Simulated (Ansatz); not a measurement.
# NbTe (P-6m2) in Ansatz: notebook

Aim: see how the results for NbTe move with the level of theory and the settings. Levels: PBE, LDA. Tasks: single point, relaxation of cell and atoms.

Program: Ansatz 0.2.0. These are calculated values, not measurements. Logs are shortened: lines on timing, memory, paths and dates and some standing lists are left out, and cuts for length are marked.

## Step 1: Starting point

The structure is hexagonal, space group P-6m2 (No. 187). The conventional cell has a = 3.703 Å, b = 3.703 Å, c = 3.694 Å, α = 90.00°, β = 90.00°, γ = 120.00°. Te (site symmetry -6m2) is surrounded by 6 Nb at 2.83 Å. Nb (site symmetry -6m2) has 6 Te at 2.83 Å as nearest neighbours.

The cell comes from a database or a generator and needn't be the stable form of this composition.

## Step 2: Single point, PBE

Input file input.yaml:

```yaml
crystal:
  lattice:
    - [3.7029743866, 0.0, 0.0]
    - [-1.8514871933, 3.2068698884, 0.0]
    - [0.0, 0.0, 3.694211]
  atoms:
    - { symbol: Te, position: [0.6666666667, 0.3333333333, 0.0] }
    - { symbol: Nb, position: [0.0, 0.0, 0.5] }
hamiltonian:
  xc: pbe
  pseudopotentials: { kind: paw }
kpoints:
  mp_grid: { grid: [8, 8, 7] }
scf:
  occupations: { method: gaussian, width: 0.011 }
output:
  forces: true
  stress: true
  eigenvalues: true
```

Potentials or basis: Ansatz PAW.

The run is started by

```
> ansatz run input.yaml --threads 2 --pin off --max-ram 5632MiB --backend cpu --events-out ev --progress --plain --runs-dir out
```

The log of the run:

```text
Warning: RAYON_NUM_THREADS=2 ignored (pool sized by the plan → 2); use --threads N
Engine: ansatz 0.2.0, x86_64-unknown-linux-gnu
Pseudopotentials: kind: paw
Pseudopotential: Te, paw, valence charge 16, recommended cutoff 420 eV (normal), Te.paw.azcp
Pseudopotential: Nb, paw, valence charge 13, recommended cutoff 420 eV (normal), Nb.paw.azcp
Functional definition: PBE
  parameter kappa = 0.804
  parameter beta = 0.06672455060314922
  exchange = pbe_x(kappa = kappa, mu = beta*pi^2/3)
  correlation = pbe_c(beta = beta)
Crystal: 2 atoms, lattice volume = 43.869 Å³
Basis set: ecut = 420 eV, 865 PW (Γ), exchange–correlation on 50×50×50 points (8 copies of the dense FFT grid, shifted against one another)
Bands: 19, of which v1, the nominal top of the filled ones, is band 15 counted from 1 (14 counted from 0)
Symmetry: 12 space group operations
Space group: P-6m2 (ITA 187), of the structure as read, at distance tolerance 3.5e-5 Å
k-points: 40 of 448 (time reversal used)
Non-local potential: Te, projectors of the file, l = 0: 2, l = 1: 2, l = 2: 2, l = 3: 2
Non-local potential: Nb, projectors of the file, l = 0: 3, l = 1: 2, l = 2: 2, l = 3: 1
PAW form: soft (Blöchl's): semilocal exchange-correlation on the pseudo side does not see the compensation charge
PAW one-centre angular grid: Te, 590 points (default); XC on 64 Gauss nodes
PAW one-centre angular grid: Nb, 590 points (default); XC on 64 Gauss nodes
Initial density: superposition of atomic densities (neutral atoms: chi_scale 0, normalization atom), corrected by the library's trained network
Initial wavefunctions: pseudopotential atomic-orbital guess
Functional: x = pbe(κ = 0.804, μ = 0.2195149727645171), c = pbe(β = 0.06672455060314922)
SCF iter   1: F=—  HF=-11532.515121 eV  |F-HF|=—  |Δ(HF+E_count)|=         —  Δρ=7.53e-3  dr2=1.71e-2  ethr=1.77e-3  ⟨swp⟩=6.0  Hψ=4027  notcnv=0
preconditioner: auto → none  [insulator: Δε(μ)=0.053 eV  Ē_g=7.561 eV  σ=0.011 eV  W_gap=0.96  n_scr=8 (ndim 8)  ℏωp=18.6 eV  f_vac=0.000  D(μ)=1.25/eV (n_scr^D=8)  ε∞_Penn≈7.0]
SCF iter   2: F=—  HF=-11532.513182 eV  |F-HF|=—  |Δ(HF+E_count)|=   1.94e-3  Δρ=3.47e-3  dr2=2.27e-3  ethr=5.90e-5  ⟨swp⟩=2.0  Hψ=1240  notcnv=0  defer=16
SCF iter   3: F=—  HF=-11532.513715 eV  |F-HF|=—  |Δ(HF+E_count)|=   5.32e-4  Δρ=7.12e-4  dr2=7.60e-5  ethr=7.84e-6  ⟨swp⟩=2.1  Hψ=1020  notcnv=0  defer=16
SCF iter   4: F=—  HF=-11532.513728 eV  |F-HF|=—  |Δ(HF+E_count)|=   1.37e-5  Δρ=9.04e-5  dr2=1.42e-6  ethr=2.62e-7  ⟨swp⟩=2.7  Hψ=1202  notcnv=0  defer=16
iter 5 did not close the SCF: its close was put off for the readings that it lacked (scf_convergence_deferred on its scf_iter line)
SCF iter   5: F=-11532.513729 eV  HF=-11532.513729 eV  |F-HF|=2.78e-8  |Δ(HF+E_count)|=   1.00e-6  Δρ=1.43e-5  dr2=2.94e-8  ethr=4.90e-9  ⟨swp⟩=2.7  Hψ=1260  notcnv=0  defer=16
SCF iter   6: F=-11532.513729 eV  HF=-11532.513729 eV  |F-HF|=7.20e-10  |Δ(HF+E_count)|=   3.04e-8  Δρ=3.32e-6  dr2=2.20e-9  ethr=1.01e-10  ⟨swp⟩=4.7  Hψ=3034  notcnv=0
SCF 1 converged in 6 iterations: F = -11532.513729 eV  dr2 = 2.20e-9
SCF converged after 6 iterations
Free energy (F): -11532.513729 eV
Harris-Foulkes:  -11532.513729 eV  (|F-HF|=7.20e-10)
Internal energy: -11532.513576 eV  (E = F + TS)
E sigma→0 (E₀):  -11532.513653 eV
Entropy (-TS):   -0.000153 eV (-0.077 meV/atom)
Fermi energy:    15.927472 eV
--- Per-component energies (eV) ---
  E_band       = -279.202715
  E_kinetic    = 575.745686
  E_local      = -1731.476978  (includes V_loc(G=0)·N_el)
  E_nonlocal   = -188.276661
  E_hartree    = 935.892674
  E_xc         = -299.777801
  E_vxc        = -317.322952  (∫ρ·V_xc dr)
  E_paw        = -7737.513866  (= ΣΔE_a)
  E_vpaw       = -489.657593  (= ΣTr[D̂ρ^β])
  E_aug_tail   = -0.000174  (compensation charges beyond the density's cutoff)
  E_ewald      = -3087.106456
  E_smearing   = -0.000153  (= −TS)
  E_closure    = 0.000000  (closes the sum)
  Σ components = -11532.513729   (vs F -11532.513729, Δ=0.00e0)
--- Forces (eV/Å), atoms counted from 1 ---
  atom   1  Te    -0.00000000     0.00000000     0.00000000
  atom   2  Nb     0.00000000     0.00000000     0.00000000
  max |Σ_I F_I| component: 9.25e-17 eV/Å
--- Stress (GPa, compression-positive) ---
       -1.094587      -0.000000       0.000000
       -0.000000      -1.094587       0.000000
        0.000000       0.000000       0.364866
  P = ⅓ Tr σ = -0.6081 GPa (-6.081 kbar)
--- Band table (eV; the first three rows and the last of 40) ---
  k-point 0: bands = ["-39.6867", "-22.2028", "-22.2028", "-22.1922", "-22.1922", "-22.1916", "-15.8730", "-15.6969", "-15.6969", "1.6374", "12.7336", "12.7336", "12.9029", "13.5404", "16.0257", "16.0257", "18.3270", "18.3270", "18.7417"]
  k-point 1: bands = ["-39.6857", "-22.2025", "-22.2025", "-22.1933", "-22.1933", "-22.1892", "-15.8944", "-15.6948", "-15.6948", "1.8378", "11.5489", "12.8500", "12.8500", "14.3585", "15.5876", "15.5876", "18.5709", "18.5709", "19.2804"]
  k-point 2: bands = ["-39.6835", "-22.2017", "-22.2017", "-22.1960", "-22.1960", "-22.1839", "-15.9422", "-15.6899", "-15.6899", "2.3577", "9.7663", "13.1074", "13.1074", "15.0310", "15.0310", "15.3923", "18.3011", "18.3011", "20.1327"]
  k-point 39: bands = ["-39.6731", "-22.2050", "-22.1996", "-22.1954", "-22.1919", "-22.1728", "-15.9335", "-15.7912", "-15.7455", "3.7543", "9.7202", "10.1884", "11.3409", "14.6858", "17.0258", "17.5267", "18.0875", "18.3849", "19.2798"]
```

Wall time 1.1 s (2 threads of Intel Xeon Platinum 8488C (Sapphire Rapids), shared host); peak memory 0.41 GiB.

Results:

```yaml
Free_energy: -11532.5137 eV
Pressure: -0.6 GPa
Band_gap_on_the_k_mesh: none (metal or under the smearing width)
```

## Step 3: Relaxation of cell and atoms, PBE

input.yaml, as its differences from that of step 2:

```diff
@@ -14,3 +14,3 @@
 scf:
-  occupations: { method: gaussian, width: 0.011 }
+  occupations: { method: fermi_dirac, width: 0.05 }
 output:
@@ -19 +19,5 @@
   eigenvalues: true
+relax:
+  f_tol: 0.01
+  max_steps: 40
+  cell: { stress_tol: 0.05 }
```

Potentials or basis: Ansatz PAW.

The run is started by

```
> ansatz run input.yaml --threads 2 --pin off --max-ram 5632MiB --backend cpu --events-out ev --progress --plain --runs-dir out
```

Wall time 5.3 s (2 threads of Intel Xeon Platinum 8488C (Sapphire Rapids), shared host); peak memory 0.42 GiB.

It converged, with:

| Quantity | Value |
| --- | --- |
| Free energy | -11532.5213 eV |
| Relaxed volume | 21.79 Å³/atom |
| Relaxed cell | a = 3.685 Å, b = 3.685 Å, c = 3.706 Å, α = 90.00°, β = 90.00°, γ = 120.00° |
| Space group after relaxing (to 0.05 Å) | P-6m2 (No. 187) |
| Energy gained by relaxing | 0.5 meV/atom |
| Ionic steps | 3 |
| Pressure after relaxing | 0.0 GPa |
| Band gap on the k mesh | none (metal or under the smearing width) |

Step by step:
```
step  energy change (eV)  largest force (eV/Å)  volume (Å³)
   1              0.0000                0.0000        43.87
   2             -0.0011                0.0000        43.58
   3             -0.0011                0.0000        43.58
```

Final structure:
```
Te Nb
1.0
     3.68498    0.00000    0.00000
    -1.84249    3.19129    0.00000
     0.00000    0.00000    3.70590
Te Nb
1 1
Direct
  0.66667 0.33333 0.00000
  0.00000 0.00000 0.50000
```

Levels at points of the mesh, in eV from the Fermi level:
```
            k point  band 13  band 14  band 15  band 16  band 17  band 18
 (0.00, 0.00, 0.00)    -3.03    -2.43     0.12     0.12     2.45     2.45
(0.00, -0.50, 0.00)    -2.66    -2.57    -0.21     1.26     1.54     3.00
```

Caveat: the plane-wave basis is chosen anew once the cell has moved, so the energies of steps on either side of that aren't comparable.

## Step 4: Relaxation of cell and atoms, LDA

input.yaml, as its differences from that of step 3:

```diff
@@ -9,3 +9,3 @@
 hamiltonian:
-  xc: pbe
+  xc: lda
   pseudopotentials: { kind: paw }
```

Potentials or basis: Ansatz PAW.

The run is started by

```
> ansatz run input.yaml --threads 2 --pin off --max-ram 5632MiB --backend cpu --events-out ev --progress --plain --runs-dir out
```

The log of the run:

```text
Warning: RAYON_NUM_THREADS=2 ignored (pool sized by the plan → 2); use --threads N
[... 4 set-up lines as earlier in the session ...]
Functional definition: SPW92
  exchange = slater_x
  correlation = pw_c
Crystal: 2 atoms, lattice volume = 43.869 Å³
Basis set: ecut = 420 eV, 865 PW (Γ)
Bands: 19, of which v1, the nominal top of the filled ones, is band 15 counted from 1 (14 counted from 0)
[... 2 set-up lines as earlier in the session ...]
k-points: 40 of 448 (time reversal used)
[... 3 set-up lines as earlier in the session ...]
PAW frozen core: Te, regenerated for the run's functional, and the local potential with it (the file was generated under x = pbe(κ = 0.804, μ = 0.2195149727645171), c = pbe(β = 0.06672455060314922))
PAW frozen core: Nb, regenerated for the run's functional, and the local potential with it (the file was generated under x = pbe(κ = 0.804, μ = 0.2195149727645171), c = pbe(β = 0.06672455060314922))
[... 2 set-up lines as earlier in the session ...]
[... 96 lines left out ...]
  E_xc         = -299.780693
  E_vxc        = -319.606739  (∫ρ·V_xc dr)
  E_paw        = -7477.161066  (= ΣΔE_a)
  E_vpaw       = -495.954279  (= ΣTr[D̂ρ^β])
  E_aug_tail   = -0.000229  (compensation charges beyond the density's cutoff)
  E_ewald      = -3154.671059
  E_core_change = 1.104356  (= ΣΔE_core)
  E_smearing   = -0.009587  (= −TS)
  E_closure    = 0.000000  (closes the sum)
  Σ components = -11270.242571   (vs F -11270.242571, Δ=0.00e0)
--- Forces (eV/Å), atoms counted from 1 ---
  atom   1  Te    -0.00000000     0.00000000     0.00000000
  atom   2  Nb     0.00000000     0.00000000     0.00000000
  max |Σ_I F_I| component: 1.30e-16 eV/Å
--- Stress (GPa, compression-positive) ---
        0.000963       0.000000       0.000000
        0.000000       0.000963       0.000000
        0.000000       0.000000       0.011808
  P = ⅓ Tr σ = 0.0046 GPa (0.046 kbar)
--- Band table (eV; the first three rows and the last of 40) ---
  k-point 0: bands = ["-38.5253", "-21.2120", "-21.2120", "-21.2022", "-21.2022", "-21.2014", "-14.8129", "-14.5767", "-14.5767", "2.1161", "13.5511", "13.5948", "13.5948", "14.3676", "16.9719", "16.9719", "19.5007", "19.5007", "20.0770"]
  k-point 1: bands = ["-38.5240", "-21.2117", "-21.2117", "-21.2037", "-21.2037", "-21.1986", "-14.8400", "-14.5740", "-14.5740", "2.3345", "12.2521", "13.7180", "13.7180", "15.1403", "16.5174", "16.5174", "19.7481", "19.7481", "20.5671"]
  k-point 2: bands = ["-38.5212", "-21.2110", "-21.2110", "-21.2067", "-21.2067", "-21.1921", "-14.9005", "-14.5680", "-14.5680", "2.9017", "10.4403", "13.9934", "13.9934", "15.9258", "15.9258", "16.1989", "19.4414", "19.4414", "21.3745"]
  k-point 39: bands = ["-38.5060", "-21.2202", "-21.2091", "-21.2048", "-21.1968", "-21.1773", "-14.8808", "-14.7074", "-14.6435", "4.4163", "10.2852", "10.9457", "12.1187", "15.5014", "18.0205", "18.7088", "19.2808", "19.5324", "20.5087"]
--- Relaxed structure (5 steps of the walk, 4 accepted, 1 SCFs on fresh bases) ---
  F+E_penalty+E_count = -11270.24257113 eV   max|allowed force component| = 2.776e-17 eV/Å   (the final SCF, on the basis selected at the relaxed cell)
  cell:  # Å, volume = 41.1885 Å³
    - [3.6103423322137562, -8.627705789788032e-33, 0.0]
    - [-1.8051711661068781, 3.12664817605547, 0.0]
    - [0.0, 0.0, 3.648791872866512]
  atoms:
    - { symbol: Te, position: [0.6666666666666666, 0.3333333333333333, 0.0] }
    - { symbol: Nb, position: [-2.7755575615628914e-17, -2.56240551755125e-33, 0.5] }
```

Run time: 7.3 s. Hardware: 2 threads of Intel Xeon Platinum 8488C (Sapphire Rapids), shared host; peak memory 0.43 GiB.

What came out:

```yaml
Free_energy: -11270.2426 eV
Relaxed_volume: 20.59 Å³/atom
Relaxed_cell: a = 3.610 Å, b = 3.610 Å, c = 3.649 Å, α = 90.00°, β = 90.00°, γ = 120.00°
Space_group_after_relaxing_to_0.05_Å: P-6m2 (No. 187)
Energy_gained_by_relaxing: 32.8 meV/atom
Ionic_steps: 5
Pressure_after_relaxing: 0.0 GPa
Band_gap_on_the_k_mesh: none (metal or under the smearing width)
```

The path:
| step | energy change (eV) | largest force (eV/Å) | volume (Å³) |
| --- | --- | --- | --- |
| 1 | 0.0000 | 0.0000 | 43.87 |
| 2 | -0.0643 | 0.0000 | 41.54 |
| 3 | -0.0660 | 0.0000 | 41.15 |
| 4 | -0.0662 | 0.0000 | 41.19 |
| 5 | -0.0656 | 0.0000 | 41.19 |

Final structure:
```
Te Nb
1.0
     3.61034    0.00000    0.00000
    -1.80517    3.12665    0.00000
     0.00000    0.00000    3.64879
Te Nb
1 1
Direct
  0.66667 0.33333 0.00000
  0.00000 0.00000 0.50000
```

Caveat: the plane-wave basis is chosen anew once the cell has moved, so the energies of steps on either side of that aren't comparable; the PAW data sets come from PBE, with cores solved anew for the run's functional, which leaves a small shift of forces and pressure.

## Step 5: Overview

```csv
task,level,cell,smearing,gap on the mesh (eV),pressure (GPa),relaxed volume (Å³/atom)
single point,PBE,as given,gaussian 0.011 eV,none,-0.6,-
relaxation of cell and atoms,PBE,relaxed,fermi-dirac 0.05 eV,none,0.0,21.79
relaxation of cell and atoms,LDA,relaxed,fermi-dirac 0.05 eV,none,0.0,20.59
```

Alike in all rows: potentials or basis Ansatz PAW; no spin polarisation; k mesh 8 × 8 × 7; cutoff (eV) 420.

Caveats: the plane-wave basis is chosen anew once the cell has moved, so the energies of steps on either side of that aren't comparable (some runs); the PAW data sets come from PBE, with cores solved anew for the run's functional, which leaves a small shift of forces and pressure (some runs).

Absolute energies hang on the potentials; compare differences alone.
